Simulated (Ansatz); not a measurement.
# Tl: the cost of one run

Method: DFT PBE+D3(BJ), scalar-relativistic, plane waves, PAW, in Ansatz 0.2.0.

3 further runs of the same task are left out: 1 that didn't finish, 2 set aside as unsound or not needed.

## (1) The system as given

Symmetry: P6_3/mmc, No. 194, hexagonal system. Conventional cell: a = 3.456 Å, b = 3.456 Å, c = 11.350 Å, α = 90.00°, β = 90.00°, γ = 120.00°. Around Tl (site symmetry -3m) lie 12 Tl at 3.46 to 3.47 Å. Tl (site symmetry -6m2) has 12 Tl at 3.46 to 3.47 Å as nearest neighbours.

Coordinates:

```xyz
4
Lattice="3.4563 0.0000 0.0000 -1.7282 2.9932 0.0000 0.0000 0.0000 11.3500" Properties=species:S:1:pos:R:3 pbc="T T T"
Tl    0.0000    0.0000    0.0000
Tl    0.0000    1.9955    2.8375
Tl    0.0000    0.0000    5.6750
Tl    1.7282    0.9977    8.5125
```

It goes back to an entry of the Materials Project, which need not be the stable form.

This cell was relaxed beforehand with the same method: volume 29.36 Å³/atom, gap on the mesh none (metal).

## (2) Static run: bands, density of states and charges

Input file input.yaml:

```yaml
crystal:
  lattice:
    - [3.4563067355, 0.0, 0.0]
    - [-1.7281533678, 2.9932494362, 0.0]
    - [0.0, 0.0, 11.3499824215]
  atoms:
    - { symbol: Tl, position: [0.0, 0.0, 0.0] }
    - { symbol: Tl, position: [0.3333333333, 0.6666666667, 0.25] }
    - { symbol: Tl, position: [0.0, 0.0, 0.5] }
    - { symbol: Tl, position: [0.6666666667, 0.3333333333, 0.75] }
basis:
  ecutwfc: 420
kpoints:
  mp_grid: { grid: [15, 15, 4] }
  band_path:
    path:
      - [[0.0, 0.0, 0.0], [0.5, 0.0, 0.0], [0.33333333, 0.33333333, 0.0], [0.0, 0.0, 0.0], [0.0, 0.0, 0.5], [0.5, 0.0, 0.5], [0.33333333, 0.33333333, 0.5], [0.0, 0.0, 0.5]]
      - [[0.5, 0.0, 0.5], [0.5, 0.0, 0.0]]
      - [[0.33333333, 0.33333333, 0.5], [0.33333333, 0.33333333, 0.0]]
    npoints: 14
hamiltonian:
  xc: pbe
  dispersion: d3bj
scf:
  occupations: { method: gaussian, width: 0.1 }
  n_extra_bands: 10
output:
  forces: true
  stress: true
  eigenvalues: true
  populations: true
  dos: { projected: true, de: 0.02, nscf_kmesh: { grid: [23, 23, 6] } }
  bader: true
  write_density: true
  write_potential: true
  elf: true
  volumetric_format: npy
```

Command:

```console
$ ansatz run input.yaml --threads 1 --pin off --max-ram 2560MiB --backend cpu --events-out ev --progress --plain --runs-dir out
```

Q: Estimate wall time and peak memory on 1 thread of Arm Neoverse V2, shared host.

About 60 s, with a peak of 0.72 GiB.
